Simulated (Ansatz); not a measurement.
# C2H4BClO: one species, many methods

The task here is to estimate one member of a computed series from the others.

Method: functionals in def2-TZVPP, the program's frozen cores in correlated methods; program: Ansatz 0.2.0, Gaussian basis.

Plan: LDA (SPW92), PBE-D4, revPBE-D4, BLYP-D4, r2SCAN-D4, B97M-V, PBE0-D4, B3LYP-D4, r2SCANh-D4, r2SCAN0-D4, HSE06-D4, BHLYP-D4, CAM-B3LYP-D4, LC-ωPBE, ωB97X-V, ωB97M-V, B2PLYP, PBE-QIDH; CCSD(T)/def2-SVP; CCSD(T)/def2-TZVPP; MP2/def2-QZVPP; extrapolation to the limit; RPA on PBE.

**Structure used throughout**

All runs share one geometry, relaxed beforehand with PBE0-D4 in a triple-zeta def2 set.

9 atoms, charge 0, spin multiplicity 1.

Atoms are counted from 1 here; the program's logs count them from 0.

Bond lengths: B1–C2 1.554 Å, B1–Cl3 1.946 Å, B1–H6 1.196 Å, B1–H7 1.195 Å, C2–C4 1.442 Å, C2–O5 1.287 Å, C4–O5 1.481 Å, C4–H8 1.084 Å, C4–H9 1.082 Å. Angles: C2–B1–Cl3 80.8°, C2–B1–H6 114.3°, C2–B1–H7 114.4°, Cl3–B1–H6 109.9°, Cl3–B1–H7 110.8°, H6–B1–H7 119.8°, B1–C2–C4 154.9°, B1–C2–O5 139.4°, C4–C2–O5 65.4°, C2–C4–O5 52.2°, C2–C4–H8 119.7°, C2–C4–H9 119.5°, O5–C4–H8 113.8°, O5–C4–H9 113.6°, H8–C4–H9 118.7°, C2–O5–C4 62.4°.

The first run:

File in.yaml:

```yaml
crystal:
  periodic: [false, false, false]
  atoms:
    - {symbol: B, position_ang: [0.331860, 0.120635, -1.412801]}
    - {symbol: C, position_ang: [-0.063436, 0.273336, 0.081985]}
    - {symbol: Cl, position_ang: [1.679638, -1.032711, -0.613887]}
    - {symbol: C, position_ang: [-0.627038, -0.164543, 1.335297]}
    - {symbol: O, position_ang: [0.132142, 1.078259, 1.066393]}
    - {symbol: H, position_ang: [-0.433162, -0.533717, -2.059163]}
    - {symbol: H, position_ang: [0.834646, 1.093268, -1.892689]}
    - {symbol: H, position_ang: [-1.679269, -0.000278, 1.536594]}
    - {symbol: H, position_ang: [-0.086882, -0.880550, 1.941272]}
basis:
  gaussian: {orbitals: def2-TZVPP}
hamiltonian: {xc: lda}
output: {orbitals: {seedname: orbitals}}
```

Command:

```console
$ ansatz run in.yaml --threads 2 --pin off --events-out ev --progress --plain --max-ram 4352MiB
```

Steps of the session up to this table: LDA; PBE-D4 (GGA); revPBE-D4 (GGA); BLYP-D4 (GGA); r2SCAN-D4 (meta-GGA); B97M-V (meta-GGA); PBE0-D4 (hybrid); B3LYP-D4 (hybrid); r2SCANh-D4 (hybrid); r2SCAN0-D4 (hybrid); HSE06-D4 (hybrid); BHLYP-D4 (hybrid); CAM-B3LYP-D4 (range-separated); LC-ωPBE (range-separated); ωB97X-V (range-separated); ωB97M-V (range-separated); B2PLYP (double hybrid); PBE-QIDH (double hybrid).

One table of the session follows, with a row left open; its other results are not shown here.

It belongs to the step «Orbital energies across the functionals». 

| functional | HOMO (eV) | LUMO (eV) | gap (eV) |
| --- | --- | --- | --- |
| LDA (SPW92) | -6.84 | -3.42 | 3.42 |
| PBE-D4 | ? | ? | ? |
| revPBE-D4 | -6.70 | -3.07 | 3.63 |
| BLYP-D4 | -6.63 | -3.04 | 3.59 |
| r2SCAN-D4 | -7.06 | -2.97 | 4.09 |
| B97M-V | -7.14 | -2.92 | 4.22 |
| PBE0-D4 | -8.10 | -2.17 | 5.93 |
| B3LYP-D4 | -7.87 | -2.41 | 5.46 |
| r2SCANh-D4 | -7.56 | -2.60 | 4.96 |
| r2SCAN0-D4 | -8.31 | -2.04 | 6.27 |
| HSE06-D4 | -7.70 | -2.55 | 5.15 |
| BHLYP-D4 | -9.36 | -1.01 | 8.35 |
| CAM-B3LYP-D4 | -9.48 | -1.02 | 8.46 |
| LC-ωPBE | -10.86 | 0.15 | 11.00 |
| ωB97X-V | -10.50 | 0.11 | 10.61 |
| ωB97M-V | -10.35 | 0.02 | 10.37 |

Estimate the missing values for PBE-D4.

The run gave: HOMO (eV): -6.75; LUMO (eV): -3.17; gap (eV): 3.58. In the column «HOMO (eV)» it lies between LDA (SPW92) (-6.84) and revPBE-D4 (-6.70).
